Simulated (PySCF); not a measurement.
# CH4B2F2O2: the cost of one run

Programs: PySCF 2.14.0, with density-fitted response routines of our own. Each step states its level of theory. These are calculated values for one molecule in the gas phase, unless marked as measured. Atoms count from 0, in the outputs and in this text.

### Step 1. Starting geometry

11 atoms, charge 0, multiplicity 1; geometry from: GFN2-xTB. The atoms were then displaced at random by about 0.01 Å, so the start is not that level's minimum.

Bonds of the start (Å): O0–B1 1.34, B1–O2 1.35, B1–C3 1.64, C3–B4 1.53, B4–F5 1.33, B4–F6 1.32, O0–H7 0.98, O2–H8 0.94, C3–H9 1.10, C3–H10 1.08.

### Step 2. Geometry optimisation at PBE0-D3(BJ)/def2-SVP

Job settings and geometry (Å):

```
{"job": {"xc": "PBE0", "basis": "def2-SVP", "d3": "d3bj", "grid": 1, "shake": 0.01, "kind": "geom"}, "charge": 0, "multiplicity": 1}
O     -1.236050    -0.057980    -1.359410
B     -0.843130    -0.040450    -0.082540
O     -1.520680     0.546110     0.931390
C      0.580320    -0.778810     0.251070
B      1.733360     0.219790     0.109740
F      2.159960     0.991000     1.110880
F      2.397010     0.436340    -1.009190
H     -2.058980     0.426110    -1.578200
H     -2.322230     1.010460     0.765510
H      0.488240    -1.169760     1.279080
H      0.660300    -1.608640    -0.433990
```

The run is started by

```sh
OMP_NUM_THREADS=1 python probes_run.py task.json out
```

One launch serves the whole session: the jobs run in the order shown.

**Question.** How long does this first job take on 1 thread of Arm Neoverse V2, shared host, and how much memory does it need?

About 31 s, with a peak of 0.5 GiB.
